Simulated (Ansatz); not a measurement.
# Cl− with SiH4: structure and interaction energy

How do Cl− and SiH4 sit together, how strongly do they interact, and which methods get it right?

Method: PBE0-D4 structure, single points in def2-TZVPPD; program: Ansatz 0.2.0, Gaussian basis.

Levels: PBE-D4, revPBE-D4, BLYP-D4, r2SCAN-D4, B97M-V, PBE0-D4, B3LYP-D4, HSE06-D4, wB97X-V, wB97M-V, B2PLYP, Hartree-Fock, MP2, CCSD, CCSD(T). The reference is CCSD(T) extrapolated to the basis limit.

Cores are frozen in the correlated methods. B3LYP uses VWN-RPA correlation. B2PLYP carries no dispersion term here.

163 further runs of the same task are left out: 163 set aside as unsound or not needed.

## (1) The system as given

The pair, from a GFN2-xTB docking trial: 6 atoms, charge -1, spin multiplicity 1.

Atoms are counted from 1 here; the program's logs count them from 0.

Bond lengths: Si2–H3 1.472 Å, Si2–H4 1.474 Å, Si2–H5 1.435 Å, Si2–H6 1.469 Å. Angles: H3–Si2–H4 104.4°, H3–Si2–H5 113.7°, H3–Si2–H6 105.5°, H4–Si2–H5 112.4°, H4–Si2–H6 105.0°, H5–Si2–H6 114.9°.

As a file:

```xyz
6
charge -1, multiplicity 1
Cl   -0.0101    0.0090   -3.3471
Si    0.0059   -0.0058    0.6011
H     0.8231    1.0793    1.1679
H     0.2810   -1.1644    1.4701
H     0.2878   -0.2788   -0.7794
H    -1.3878    0.3607    0.8875
```

Atoms 1 to 1 are fragment A (Cl−), the rest fragment B (SiH4).

## (2) A first relaxation in a small basis

Contents of pre/in.yaml:

```yaml
crystal:
  periodic: [false, false, false]
  atoms:
    - {symbol: Cl, position_ang: [-0.010100, 0.009000, -3.347100]}
    - {symbol: Si, position_ang: [0.005900, -0.005800, 0.601100]}
    - {symbol: H, position_ang: [0.823100, 1.079300, 1.167900]}
    - {symbol: H, position_ang: [0.281000, -1.164400, 1.470100]}
    - {symbol: H, position_ang: [0.287800, -0.278800, -0.779400]}
    - {symbol: H, position_ang: [-1.387800, 0.360700, 0.887500]}
basis:
  gaussian: {orbitals: def2-SVPD}
total_charge: -1
hamiltonian: {xc: pbe, dispersion: d4}
relax: {f_tol: 0.03, max_steps: 250}
```

On the command line:

```
ansatz run in.yaml --threads 2 --pin off --events-out ev --progress --plain --max-ram 5222MiB
```

After this run come: Relaxation at PBE0-D4; wB97X-V/def2-TZVPPD; wB97M-V/def2-TZVPPD; B2PLYP/def2-TZVPPD; B97M-V/def2-TZVPPD; CCSD(T)/def2-TZVPPD; MP2/def2-QZVPPD; Hartree-Fock/STO-3G; SPW92/def2-SVP; wB97M-V/def2-SVP; CCSD(T)/def2-SVP; Vibrations of the pair.

**Question.** What will these runs give? Wanted: interaction energy, CCSD(T)/CBS; of it Hartree-Fock; D4 term of PBE0-D4; shortest contact; lowest wavenumber.

The runs gave:

```
                        quantity          value
 interaction energy, CCSD(T)/CBS       -176 meV
of it Hartree-Fock (basis limit)        -30 meV
              D4 term of PBE0-D4        -38 meV
                shortest contact  Cl1–H5 2.47 Å
               lowest wavenumber        74 cm⁻¹
```

**Reading.** The pair is bound by 176 meV at fixed fragment shapes. Hartree-Fock gives 17 % of it, so correlation, mostly dispersion, leads. Among the functionals wB97M-V lands nearest to CCSD(T)/CBS (0 meV) and PBE-D4 farthest (-86 meV). Mean unsigned error by rung: GGA 76, meta-GGA 29, hybrid 44, screened hybrid 54, range-separated hybrid 3, double hybrid 31 meV. PBE-D4 gives an interaction energy 86 meV too low, an error of 49 % of the reference. CCSD(T) moves by -25 meV from triple zeta to the limit; gaps between functionals far smaller than that don't rank them. A lower arrangement may exist.
